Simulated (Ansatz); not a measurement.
# UPBE0/cc-pVDZ run of BSiH3ClO (SMILES [SiH3]O[B]Cl)

Aim: the energy change on altering one bond length of BSiH3ClO at UPBE0/cc-pVDZ, from 2 runs. 

The results are computed with Ansatz 0.2.0.

128 further runs of the same task are left out: 128 set aside as unsound or not needed.

**1. The system as given**

BSiH3ClO: 7 atoms, total charge 0, spin state doublet. As SMILES, `[SiH3]O[B]Cl`. The shape is that of a PBE0-D4/def2-TZVP optimisation. This is one conformer, not always the lowest.

Bond lengths: Si1–O2 1.667 Å, O2–B3 1.324 Å, B3–Cl4 1.747 Å, Si1–H5 1.480 Å, Si1–H6 1.482 Å, Si1–H7 1.480 Å. Angles: Si1–O2–B3 133.9°, O2–B3–Cl4 123.5°, O2–Si1–H5 107.1°, O2–Si1–H6 109.9°, O2–Si1–H7 107.2°, H5–Si1–H6 110.9°, H5–Si1–H7 110.6°, H6–Si1–H7 110.9°.

**2. A single-point energy at UPBE0/cc-pVDZ**

Contents of in.yaml:

```yaml
crystal:
  periodic: [false, false, false]
  atoms:
    - symbol: Si
      position_ang: [-0.573000, 0.775400, 0.374800]
    - symbol: O
      position_ang: [0.044900, -0.648400, -0.233600]
    - symbol: B
      position_ang: [1.256200, -1.042100, -0.596600]
    - symbol: Cl
      position_ang: [1.605000, -2.636800, -1.219100]
    - symbol: H
      position_ang: [-1.201300, 0.456800, 1.676100]
    - symbol: H
      position_ang: [0.515600, 1.766600, 0.541200]
    - symbol: H
      position_ang: [-1.586300, 1.260400, -0.588400]
basis:
  gaussian: {orbitals: cc-pVDZ}
magnetization: {spin_polarized: true, initial_magnetization: 1}
accuracy: high
output: {orbitals: {seedname: orbitals}}
hamiltonian: {xc: {name: PBE0}}
```

The run is started by

```sh
$ ansatz run in.yaml --threads 1 --pin off --max-ram 3480MiB --events-out events.jsonl --progress --plain --runs-dir runs
```

Output:

```text
Warning: RAYON_NUM_THREADS=1 ignored (pool sized by the plan → 1); use --threads N
Functional definition: PBE0
  name "PBE0"
  parameter a = 0.25
  parameter kappa = 0.804
  parameter beta = 0.06672455060314922
  exchange = (1 - a)*pbe_x(kappa = kappa, mu = beta*pi^2/3) + a*exact_x
  correlation = pbe_c(beta = beta)
1786 factors; integrals over basis functions are off by at most 6.3e-9 eV
mean field evaluation 1: about -23159.8249 eV, gradient 2.9e1 eV
mean field evaluation 2: about -23152.9456 eV, gradient 5.2e1 eV
mean field evaluation 4: about -23162.8602 eV, gradient 1.1e0 eV
mean field evaluation 8: about -23163.0162 eV, gradient 1.0e-1 eV
mean field evaluation 16: about -23163.0164 eV, gradient 2.5e-4 eV
mean field -23163.01635560 eV, -851.2251506119 hartree, gradient 8.8e-8 eV, S^2 0.752676; 0 other end points of the search recorded, 0 dependent functions left out
reference -23163.01635812 eV, -851.2251507043 hartree; 24, 23 occupied and 55, 56 virtual orbitals, 1786 factors
Total energy: -23163.01635812 eV, -851.2251507043 hartree
```

Run time: 11 s. Hardware: 1 thread of Arm Neoverse V2, shared host; peak memory 0.37 GiB.

**3. The distorted shape, same level**

Contents of run.yaml:

```yaml
crystal:
  periodic: [false, false, false]
  atoms:
    - symbol: Si
      position_ang: [-0.677643, 1.253824, 0.561556]
    - symbol: O
      position_ang: [-0.059743, -0.169976, -0.046844]
    - symbol: B
      position_ang: [1.151557, -0.563676, -0.409844]
    - symbol: Cl
      position_ang: [1.605000, -2.636800, -1.219100]
    - symbol: H
      position_ang: [-1.305943, 0.935224, 1.862856]
    - symbol: H
      position_ang: [0.410957, 2.245024, 0.727956]
    - symbol: H
      position_ang: [-1.690943, 1.738824, -0.401644]
basis:
  gaussian: {orbitals: cc-pVDZ}
magnetization: {spin_polarized: true, initial_magnetization: 1}
hamiltonian: {xc: pbe0}
accuracy: high
output: {orbitals: {seedname: orbitals}}
```

The run is started by

```sh
$ ansatz run run.yaml --threads 1 --pin off --max-ram 3480MiB --events-out events.jsonl --progress --plain --runs-dir runs
```

Output (excerpt; [...] marks lines left out):

```text
Warning: RAYON_NUM_THREADS=1 ignored (pool sized by the plan → 1); use --threads N
[... 7 set-up lines as earlier in the session ...]
1787 factors; integrals over basis functions are off by at most 4.0e-9 eV
mean field evaluation 1: about -23158.4967 eV, gradient 2.9e1 eV
mean field evaluation 2: about -23150.9720 eV, gradient 5.3e1 eV
mean field evaluation 4: about -23161.6653 eV, gradient 1.8e0 eV
mean field evaluation 8: about -23161.8038 eV, gradient 2.7e-1 eV
mean field evaluation 16: about -23161.8045 eV, gradient 7.0e-4 eV
mean field -23161.80454439 eV, -851.1806173714 hartree, gradient 2.4e-8 eV, S^2 0.758556; 0 other end points of the search recorded, 0 dependent functions left out
reference -23161.80454701 eV, -851.1806174675 hartree; 24, 23 occupied and 55, 56 virtual orbitals, 1787 factors
Total energy: -23161.80454701 eV, -851.1806174675 hartree
```

Run time: 13 s. Hardware: 1 thread of Arm Neoverse V2, shared host; peak memory 0.37 GiB.

**4. Outcome**

At UPBE0/cc-pVDZ:

```
                                                          quantity          value
                                         first shape: total energy  -851.22515 Eh
                   first shape: HOMO energy (highest over α and β)       -5.87 eV
                    first shape: LUMO energy (lowest over α and β)       -1.36 eV
                                                 first shape: ⟨S²⟩          0.753
                                     distorted shape: total energy  -851.18062 Eh
               distorted shape: HOMO energy (highest over α and β)       -7.09 eV
                distorted shape: LUMO energy (lowest over α and β)       -3.06 eV
                                             distorted shape: ⟨S²⟩          0.759
energy change with the B3–Cl4 bond stretched from 1.747 to 2.271 Å       1.212 eV
```

**Reading.** With the B3–Cl4 bond stretched from 1.747 to 2.271 Å the energy rises by 1.21 eV (117 kJ/mol). The first shape isn't relaxed at this level, so the change isn't measured from a minimum.
